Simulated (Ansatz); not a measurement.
# C2H9AlOS: up Jacob's ladder to CCSD(T)

The task here is to estimate one member of a computed series from the others.

Computed with Ansatz 0.2.0, Gaussian basis. Level: functionals in def2-TZVPP, the program's frozen cores in correlated methods.

Levels to be run: LDA (SPW92), PBE-D4, revPBE-D4, BLYP-D4, r2SCAN-D4, B97M-V, PBE0-D4, B3LYP-D4, r2SCANh-D4, r2SCAN0-D4, HSE06-D4, BHLYP-D4, CAM-B3LYP-D4, LC-ωPBE, ωB97X-V, ωB97M-V, B2PLYP, PBE-QIDH; CCSD(T)/def2-SVP; CCSD(T)/def2-TZVPP; MP2/def2-QZVPP; extrapolation to the limit; RPA on PBE.

### The geometry

An earlier PBE0-D4 in a triple-zeta def2 set relaxation fixed the geometry.

SMILES `[CH3][Al-]([CH3])([OH])[SH2+]`, 14 atoms, charge 0, spin multiplicity 1.

Atoms are counted from 1 here; the program's logs count them from 0.

Bond lengths: C1–Al2 1.963 Å, C1–H6 1.096 Å, C1–H7 1.095 Å, C1–H8 1.095 Å, Al2–C3 1.960 Å, Al2–O4 1.726 Å, Al2–S5 2.625 Å, C3–H9 1.094 Å, C3–H10 1.096 Å, C3–H11 1.095 Å, O4–H12 0.955 Å, S5–H13 1.343 Å, S5–H14 1.344 Å. Angles: Al2–C1–H6 111.0°, Al2–C1–H7 111.9°, Al2–C1–H8 112.8°, H6–C1–H7 106.5°, H6–C1–H8 106.9°, H7–C1–H8 107.4°, C1–Al2–C3 121.9°, C1–Al2–O4 119.3°, C1–Al2–S5 100.2°, C3–Al2–O4 114.5°, C3–Al2–S5 98.6°, O4–Al2–S5 91.5°, Al2–C3–H9 112.2°, Al2–C3–H10 110.6°, Al2–C3–H11 112.7°, H9–C3–H10 106.6°, H9–C3–H11 107.9°, H10–C3–H11 106.6° and more.

Set-up of the first run:

File in.yaml:

```yaml
crystal:
  periodic: [false, false, false]
  atoms:
    - {symbol: C, position_ang: [-1.932951, 0.510269, 0.205985]}
    - {symbol: Al, position_ang: [-0.151361, -0.299909, 0.352595]}
    - {symbol: C, position_ang: [1.412273, 0.733175, 0.925430]}
    - {symbol: O, position_ang: [-0.016339, -2.002642, 0.603854]}
    - {symbol: S, position_ang: [0.456217, -0.554983, -2.188658]}
    - {symbol: H, position_ang: [-2.373506, 0.670756, 1.196366]}
    - {symbol: H, position_ang: [-1.897704, 1.490524, -0.281226]}
    - {symbol: H, position_ang: [-2.635765, -0.110361, -0.358763]}
    - {symbol: H, position_ang: [2.349342, 0.192969, 0.758277]}
    - {symbol: H, position_ang: [1.360450, 0.945983, 1.999005]}
    - {symbol: H, position_ang: [1.487285, 1.700964, 0.418532]}
    - {symbol: H, position_ang: [-0.789401, -2.562601, 0.640875]}
    - {symbol: H, position_ang: [1.526658, -1.295700, -1.858034]}
    - {symbol: H, position_ang: [1.191901, 0.552356, -2.385436]}
basis:
  gaussian: {orbitals: def2-TZVPP}
hamiltonian: {xc: lda}
output: {orbitals: {seedname: orbitals}}
```

Launch:

```
> ansatz run in.yaml --threads 4 --pin off --events-out ev --progress --plain --max-ram 10444MiB
```

Among the steps run: LDA; PBE-D4 (GGA); revPBE-D4 (GGA); BLYP-D4 (GGA); r2SCAN-D4 (meta-GGA); B97M-V (meta-GGA); B3LYP-D4 (hybrid); r2SCANh-D4 (hybrid); r2SCAN0-D4 (hybrid); HSE06-D4 (hybrid); BHLYP-D4 (hybrid); CAM-B3LYP-D4 (range-separated); LC-ωPBE (range-separated); ωB97X-V (range-separated); ωB97M-V (range-separated); B2PLYP (double hybrid); PBE-QIDH (double hybrid).

One of the session's tables, all rows but one given; the rest of the session is left out.

It belongs to the step «Frontier levels by functional». 

```
  functional  HOMO (eV)  gap (eV)
 LDA (SPW92)      -5.98      4.57
      PBE-D4      -5.85      4.53
   revPBE-D4      -5.79      4.52
     BLYP-D4      -5.73      4.49
   r2SCAN-D4      -6.11      5.07
      B97M-V      -6.19      5.06
     PBE0-D4      -7.14      6.83
    B3LYP-D4      -6.93      6.33
  r2SCANh-D4      -6.60      5.92
  r2SCAN0-D4      -7.33      7.19
    HSE06-D4      -6.74      6.05
    BHLYP-D4          ?         ?
CAM-B3LYP-D4      -8.54      9.32
     LC-ωPBE      -9.91     11.97
     ωB97X-V      -9.54     11.42
     ωB97M-V      -9.40     10.94
```

Estimate the missing values for BHLYP-D4.

Worked estimate for «HOMO (eV)». Against the share of exact exchange, BLYP-D4 (0, -5.73), B3LYP-D4 (0.2, -6.93) give a slope of -6.00 per unit share; at 0.5 the line stands at -8.73.

As computed: HOMO (eV): -8.36; gap (eV): 9.02. In «HOMO (eV)» the line misses by -0.37.
